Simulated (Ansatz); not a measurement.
# H9InO3Si3: small, medium and large basis sets

The task here is to estimate one member of a computed series from the others.

The runs use Ansatz 0.2.0, Gaussian basis; one geometry, several basis sets.

Levels to be run: PBE0-D4/def2-SVP; ωB97M-V/def2-SVP; PBE0-D4/def2-QZVPP; ωB97M-V/def2-QZVPP; the functionals' def2-TZVPP values are taken from earlier runs.

**The relaxed structure**

The geometry comes from an earlier relaxation with PBE0-D4 in a triple-zeta def2 set; it is a stationary point, not always the lowest conformer. In takes the def2 core potential; no spin-orbit term is included.

SMILES `[SiH3][O][In]([O][SiH3])[O][SiH3]`, 16 atoms, charge 0, spin multiplicity 1.

Atoms are counted from 1 here; the program's logs count them from 0.

Bond lengths: Si1–O2 1.636 Å, Si1–H8 1.485 Å, Si1–H9 1.492 Å, Si1–H10 1.488 Å, O2–In3 1.953 Å, In3–O4 1.947 Å, In3–O6 1.961 Å, O4–Si5 1.637 Å, Si5–H11 1.490 Å, Si5–H12 1.490 Å, Si5–H13 1.485 Å, O6–Si7 1.635 Å, Si7–H14 1.486 Å, Si7–H15 1.489 Å, Si7–H16 1.492 Å. Angles: O2–Si1–H8 108.7°, O2–Si1–H9 111.0°, O2–Si1–H10 110.9°, H8–Si1–H9 109.0°, H8–Si1–H10 109.2°, H9–Si1–H10 108.1°, Si1–O2–In3 134.9°, O2–In3–O4 119.9°, O2–In3–O6 120.9°, O4–In3–O6 119.2°, In3–O4–Si5 135.1°, O4–Si5–H11 111.1°, O4–Si5–H12 111.1°, O4–Si5–H13 108.1°, H11–Si5–H12 108.1°, H11–Si5–H13 109.1°, H12–Si5–H13 109.1°, In3–O6–Si7 135.6° and more.

Set-up of the first run:

The input, in.yaml:

```yaml
crystal:
  periodic: [false, false, false]
  atoms:
    - {symbol: Si, position_ang: [0.854612, -3.024848, -0.338850]}
    - {symbol: O, position_ang: [0.411459, -1.689632, -1.174800]}
    - {symbol: In, position_ang: [-0.047411, 0.147353, -0.694994]}
    - {symbol: O, position_ang: [-0.400066, 1.455757, -2.093187]}
    - {symbol: Si, position_ang: [-0.807994, 3.041364, -2.120533]}
    - {symbol: O, position_ang: [-0.159616, 0.699216, 1.183597]}
    - {symbol: Si, position_ang: [-0.035175, -0.051090, 2.631380]}
    - {symbol: H, position_ang: [1.638787, -3.909807, -1.238017]}
    - {symbol: H, position_ang: [1.694574, -2.663861, 0.839898]}
    - {symbol: H, position_ang: [-0.340053, -3.762955, 0.154358]}
    - {symbol: H, position_ang: [-2.104918, 3.274457, -1.425966]}
    - {symbol: H, position_ang: [0.230619, 3.875084, -1.453521]}
    - {symbol: H, position_ang: [-0.932778, 3.461914, -3.539382]}
    - {symbol: H, position_ang: [-0.800335, 0.725630, 3.640782]}
    - {symbol: H, position_ang: [1.386806, -0.143385, 3.062104]}
    - {symbol: H, position_ang: [-0.588510, -1.435188, 2.567122]}
basis:
  gaussian: {orbitals: def2-SVP}
hamiltonian: {xc: pbe0, dispersion: d4}
output: {orbitals: {seedname: orbitals}}
```

On the command line:

```sh
> ansatz run in.yaml --threads 2 --pin off --events-out ev --progress --plain --max-ram 32768MiB --backend cpu
```

Among the steps run: PBE0-D4 in def2-SVP; ωB97M-V in def2-SVP; PBE0-D4 in def2-QZVPP; ωB97M-V in def2-QZVPP.

One table of the session follows, with a row left open; its other results are not shown here.

It belongs to the step «Density functionals: the series». 

```
functional       basis  HOMO (eV)  LUMO (eV)
   PBE0-D4    def2-SVP      -8.51      -2.41
   PBE0-D4  def2-TZVPP          ?          ?
   PBE0-D4  def2-QZVPP      -8.58      -2.56
   ωB97M-V    def2-SVP     -10.74      -0.43
   ωB97M-V  def2-TZVPP     -10.85      -0.67
   ωB97M-V  def2-QZVPP     -10.86      -0.79
```

Q: Estimate the row for PBE0-D4, def2-TZVPP from the others.

The run gave: HOMO (eV): -8.57; LUMO (eV): -2.54. In the column «HOMO (eV)» it lies between PBE0-D4, def2-QZVPP (-8.58) and PBE0-D4, def2-SVP (-8.51).
